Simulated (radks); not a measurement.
# Zr²⁺ in [Ar] 3d10 4s2 4p5.5 4d2 5s0.5: an all-electron calculation

Wanted: eigenvalues, radial structure and energy terms of the zirconium ion Zr2+.

Method: scalar-relativistic Kohn-Sham, BLYP, spin-unpolarised, spherical densities, finite nucleus. Code: radks (a radial shooting solver on a logarithmic mesh, Libxc functionals) version 1.

### Step 1. Starting point

- element: zirconium (Z = 40)
- charge: +2
- electrons: 38
- configuration: [Ar] 3d10 4s2 4p5.5 4d2 5s0.5
- nuclear rms radius: 4.2694 fm

### Step 2. Self-consistent calculation

Input:

```text
Z 40
configuration [Ar] 3d10 4s2 4p5.5 4d2 5s0.5 5p0 6s0
relativity scalar-relativistic
functional b88,lyp
spin unpolarised
nucleus finite rms 4.2694 fm
c 137.035999084
```

What does the calculation give?

As calculated:

| quantity | value |
| --- | --- |
| total energy | -3597.68491 hartree |
| exchange-correlation share of it | 3.17 % |
| −T/E | 1.0283 |
| highest occupied level | 5s, -17.104 eV |
| most extended occupied level | 5s, <r> = 3.11 bohr |
| radius at density 0.001 e/bohr³ | 3.97 bohr |
| maxima of the radial density | 3 |

5 principal shells are occupied and 3 maxima appear in the radial density; where shells overlap, one shows as a shoulder or not at all. −T/E is 1.028: with relativity the kinetic term as defined here no longer equals −E. This is not the tabulated ground configuration, so its levels and sizes aren't those of the ground state, and no measured value stands beside it.
